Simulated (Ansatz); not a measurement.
# CHClInNO: how energies converge with the basis set

Aim: see how fast density functionals converge with the basis set for CHClInNO.

Program: Ansatz 0.2.0, Gaussian basis. Level of theory: one geometry, several basis sets. These are calculated values, not measurements.

Plan: PBE0-D4/def2-SVP; ωB97M-V/def2-SVP; PBE0-D4/def2-QZVPP; ωB97M-V/def2-QZVPP; the functionals' def2-TZVPP values are taken from earlier runs.

**1. Structure used throughout**

An earlier PBE0-D4 in a triple-zeta def2 set relaxation fixed the geometry. In takes the def2 core potential; no spin-orbit term is included.

SMILES `O=C=[N][InH][Cl]`, 6 atoms, charge 0, spin multiplicity 1.

Atoms are counted from 1 here; the program's logs count them from 0.

Bond lengths: O1–C2 1.166 Å, C2–N3 1.205 Å, N3–In4 2.020 Å, In4–Cl5 2.315 Å, In4–H6 1.687 Å. Angles: O1–C2–N3 176.3°, C2–N3–In4 136.4°, N3–In4–Cl5 111.3°, N3–In4–H6 123.4°, Cl5–In4–H6 125.3°.

As a file:

```xyz
6

O     1.6280   -2.3204    0.0581
C     0.8966   -1.4709    0.3793
N     0.1367   -0.6269    0.7821
In   -0.7442    1.0279    0.0313
Cl   -0.1270    1.3820   -2.1720
H    -1.7901    2.0083    0.9212
```

**2. PBE0-D4 in def2-SVP**

Contents of in.yaml:

```yaml
crystal:
  periodic: [false, false, false]
  atoms:
    - {symbol: O, position_ang: [1.628047, -2.320384, 0.058113]}
    - {symbol: C, position_ang: [0.896563, -1.470896, 0.379313]}
    - {symbol: N, position_ang: [0.136698, -0.626928, 0.782147]}
    - {symbol: In, position_ang: [-0.744211, 1.027945, 0.031295]}
    - {symbol: Cl, position_ang: [-0.126955, 1.381967, -2.172039]}
    - {symbol: H, position_ang: [-1.790141, 2.008297, 0.921181]}
basis:
  gaussian: {orbitals: def2-SVP}
hamiltonian: {xc: pbe0, dispersion: d4}
output: {orbitals: {seedname: orbitals}}
```

After this run come: ωB97M-V in def2-SVP; PBE0-D4 in def2-QZVPP; ωB97M-V in def2-QZVPP.

Before running them: what should the planned runs give, taken together? Wanted: PBE0-D4: double and triple zeta above quadruple; ωB97M-V: double and triple zeta above quadruple.

The runs gave:

| quantity | value |
| --- | --- |
| PBE0-D4: double and triple zeta above quadruple | 10.61, 0.65 eV |
| ωB97M-V: double and triple zeta above quadruple | 10.68, 0.62 eV |

What this shows: PBE0-D4 gains 9.96 eV from double to triple zeta, then 0.65 eV more. These are total energies; as a rule much of such shifts cancels in differences, which this series doesn't test.
